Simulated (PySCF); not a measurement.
# [YbI2]+: other functionals and bases at one geometry

How far do other levels of theory move the description of [YbI2]+, and what does each cost? The structure is generated, not taken from experiment.

Program: PySCF 2.14.0. Level of theory: several levels, as the steps say, no spin–orbit coupling. These are calculated values, not measurements.

1 further run of the same task is left out (for a known fault of the program).

**1. The system as given**

3 atoms, charge 1, spin multiplicity 1.

Bond lengths: Yb1–I2 2.688 Å, Yb1–I3 2.688 Å. Angles: I2–Yb1–I3 114.3°.

As a file:

```xyz
3

Yb    0.0000    0.0000   -0.8856
I     2.2581    0.0000    0.5730
I    -2.2581    0.0000    0.5730
```

Formal oxidation states: Yb +3. Each metal's 13 4f electrons lie in its core potential, so multiplicities, spins and levels count the valence alone. An earlier session relaxed this geometry at PBE0, Yb lcecp-1-SVP with ECP59, I def2-SVP with ECP28 (singlet, point group C2v).

At PBE0 on the finer grid: E = -634.699309 Eh, HOMO -12.08 eV, LUMO -7.95 eV, Mulliken charge on Yb1 +1.07 e, largest force component 0.006 eV/Å. 

Levels to run: TPSS; BP86; PBE0, TZVP. Hardware: 2 threads of Arm Neoverse V2, shared host.

**2. TPSS**

File run.py (the lines that set the calculation):

```python
mol = gto.M(atom='''
Yb     0.00000     0.00000    -0.88556
I      2.25810     0.00000     0.57300
I     -2.25810     0.00000     0.57300''',
    basis={'Yb': 'lcecp-1-SVP', 'I': 'def2-SVP'},
    ecp={'Yb': 'lcecp-1-SVP', 'I': 'def2-SVP'},
    charge=1, spin=0)
mf = dft.RKS(mol, xc='TPSS')
mf.grids.atom_grid = (75, 302)  # f atoms: unpruned, at least (60, 302)
mf = mf.density_fit()  # fitting sets: Yb AutoAux, I def2-universal-JKFIT
mf.conv_tol = 1e-08; mf.max_cycle = 55
mf.kernel(dm0)  # dm0: the density of the relaxed state
```

Command:

```bash
$ OMP_NUM_THREADS=2 python run.py
```

**3. BP86**

Edit run.py (the lines that set the calculation) of step 2 so:

```diff
@@ -7,3 +7,3 @@
     charge=1, spin=0)
-mf = dft.RKS(mol, xc='TPSS')
+mf = dft.RKS(mol, xc='B88,P86')
 mf.grids.atom_grid = (75, 302)  # f atoms: unpruned, at least (60, 302)
```

**4. PBE0, TZVP**

Basis: Yb lcecp-1-TZVP with ECP59, I def2-TZVP with ECP28. 

File run.py (the lines that set the calculation):

```python
mol = gto.M(atom='''
Yb     0.00000     0.00000    -0.88556
I      2.25810     0.00000     0.57300
I     -2.25810     0.00000     0.57300''',
    basis={'Yb': 'lcecp-1-TZVP', 'I': 'def2-TZVP'},
    ecp={'Yb': 'lcecp-1-TZVP', 'I': 'def2-TZVP'},
    charge=1, spin=0)
mf = dft.RKS(mol, xc='PBE0')
mf.grids.atom_grid = (75, 302)  # f atoms: unpruned, at least (60, 302)
mf = mf.density_fit()  # fitting sets: Yb AutoAux, I def2-universal-JKFIT
mf.conv_tol = 1e-08; mf.max_cycle = 55
mf.kernel(dm0)  # dm0: free metal ions and neutral atoms
```

Q: Predict the outcome of this session. Wanted: for each run, HOMO; gap; charge on Yb1; dipole; largest force.

As calculated:

| level | state | HOMO (eV) | gap (eV) | charge on Yb1 (e) | dipole (D) | largest force (eV/Å) | basis functions | time |
| --- | --- | --- | --- | --- | --- | --- | --- | --- |
| PBE0 (relaxed here) | singlet | -12.08 | 4.13 | 1.07 | 6.65 | 0.01 | 85 | 7 s |
| TPSS | singlet | -11.11 | 2.72 | 1.05 | 6.38 | 0.26 | 85 | 4.3 s |
| BP86 | singlet | -11.15 | 2.57 | 0.93 | 6.08 | 0.25 | 85 | 3.8 s |
| PBE0, TZVP | singlet | -12.01 | 4.18 | 1.35 | 6.42 | 0.06 | 147 | 8.9 s |

Times are on 2 threads of Arm Neoverse V2, shared host; the first row also made further properties. The dipole of a charged species depends on the origin, so these sizes hold for this origin alone.

In one basis the HOMO–LUMO gap runs from 2.57 eV (BP86) to 4.13 eV (PBE0). The largest leftover force, 0.26 eV/Å with TPSS, stands at a geometry relaxed at another level. The Mulliken charge on Yb spans +0.93 to +1.35 e over the levels. With 4f in the core, its levels are missing from HOMO and gap. Total energies of different levels can't be compared. Spin–orbit coupling is left out throughout.
